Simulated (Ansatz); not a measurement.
# ZnH3O+ (SMILES [OH2+][ZnH]): one structure at several levels

Aim: energy, forces and dipole at a frame of a short trajectory, from CCSD(T) and from density functionals.

Program: Ansatz 0.2.0, Gaussian basis. Level of theory: single points in def2-TZVPP. These are calculated values, not measurements.

Cores are frozen in the correlated methods. The 3s and 3p shells of Cu and Zn are frozen; filled d shells are correlated.

### Step 1. Starting geometry

SMILES `[OH2+][ZnH]`, 5 atoms, charge 1, spin multiplicity 1.

Atoms are counted from 1 here; the program's logs count them from 0.

Bond lengths: O1–Zn2 1.849 Å, O1–H3 0.981 Å, O1–H4 0.981 Å, Zn2–H5 1.556 Å. Angles: Zn2–O1–H3 111.0°, Zn2–O1–H4 132.7°, H3–O1–H4 109.0°, O1–Zn2–H5 174.9°.

As a file:

| atom | x (Å) | y (Å) | z (Å) |
| --- | --- | --- | --- |
| O1 | -0.32784 | -0.68722 | 0.13509 |
| Zn2 | 0.49645 | 0.94158 | -0.15932 |
| H3 | -1.26775 | -0.56558 | 0.38948 |
| H4 | -0.22082 | -1.57064 | -0.27725 |
| H5 | 1.23310 | 2.30698 | -0.27437 |

### Step 2. PBE-D4/def2-TZVPP

Contents of run/in.yaml:

```yaml
crystal:
  periodic: [false, false, false]
  atoms:
    - {symbol: O, position_ang: [-0.327838, -0.687221, 0.135087]}
    - {symbol: Zn, position_ang: [0.496451, 0.941576, -0.159325]}
    - {symbol: H, position_ang: [-1.267752, -0.565583, 0.389482]}
    - {symbol: H, position_ang: [-0.220821, -1.570636, -0.277253]}
    - {symbol: H, position_ang: [1.233105, 2.306976, -0.274367]}
basis:
  gaussian: {orbitals: def2-TZVPP}
total_charge: 1
hamiltonian: {xc: pbe, dispersion: d4}
output: {forces: true}
```

Started as:

```bash
> ansatz run in.yaml --threads 2 --pin off --events-out ev --progress --plain --max-ram 3481MiB
```

### Step 3. r2SCAN-D4/def2-TZVPP

run/in.yaml, as its differences from that of step 2:

```diff
@@ -11,3 +11,3 @@
 total_charge: 1
-hamiltonian: {xc: pbe, dispersion: d4}
+hamiltonian: {xc: r2scan, dispersion: d4}
 output: {forces: true}
```

### Step 4. PBE0-D4/def2-TZVPP

run/in.yaml, as its differences from that of step 3:

```diff
@@ -11,3 +11,3 @@
 total_charge: 1
-hamiltonian: {xc: r2scan, dispersion: d4}
-output: {forces: true}
+hamiltonian: {xc: pbe0, dispersion: d4}
+output: {forces: true, orbitals: {seedname: orbitals}}
```

### Step 5. wB97M-V/def2-TZVPP

run/in.yaml, as its differences from that of step 4:

```diff
@@ -11,3 +11,3 @@
 total_charge: 1
-hamiltonian: {xc: pbe0, dispersion: d4}
-output: {forces: true, orbitals: {seedname: orbitals}}
+hamiltonian: {xc: {name: wB97M-V}}
+output: {forces: true}
```

### Step 6. CCSD(T)/def2-TZVPP

run/in.yaml, as its differences from that of step 5:

```diff
@@ -11,3 +11,3 @@
 total_charge: 1
-hamiltonian: {xc: {name: wB97M-V}}
+correlation: {method: ccsd_t, frozen_orbitals: {H: 0, O: 1, Zn: 9}}
 output: {forces: true}
```

(Steps that only read results are left out.)

**Question.** What will these runs give? Wanted: energy less free atoms, CCSD(T)/def2-TZVPP; RMS force component; RMS force error; HOMO and LUMO, PBE0-D4; T1 diagnostic.

**Answer**, as computed:

| quantity | value |
| --- | --- |
| energy less free atoms, CCSD(T)/def2-TZVPP | -503.7 kJ/mol |
| RMS force component | 0.699 to 0.821 eV/Å over the methods |
| RMS force error | PBE-D4 0.214, r2SCAN-D4 0.078, PBE0-D4 0.046, wB97M-V 0.050 eV/Å |
| HOMO and LUMO, PBE0-D4 | -14.60 and -6.81 eV |
| T1 diagnostic | 0.015 |

**Reading.** Against CCSD(T) the functionals' energies less atoms differ by -25.5 to +4.2 kJ/mol, PBE-D4 by -13.0 kJ/mol. A larger basis would deepen the CCSD(T) value, while the functionals are nearly converged already, so the order here is not reliable. For forces PBE0-D4 does best and PBE-D4 worst. Frozen-core CCSD(T) forces in triple zeta carry basis errors of their own, and this is one geometry, so small gaps rank nothing.
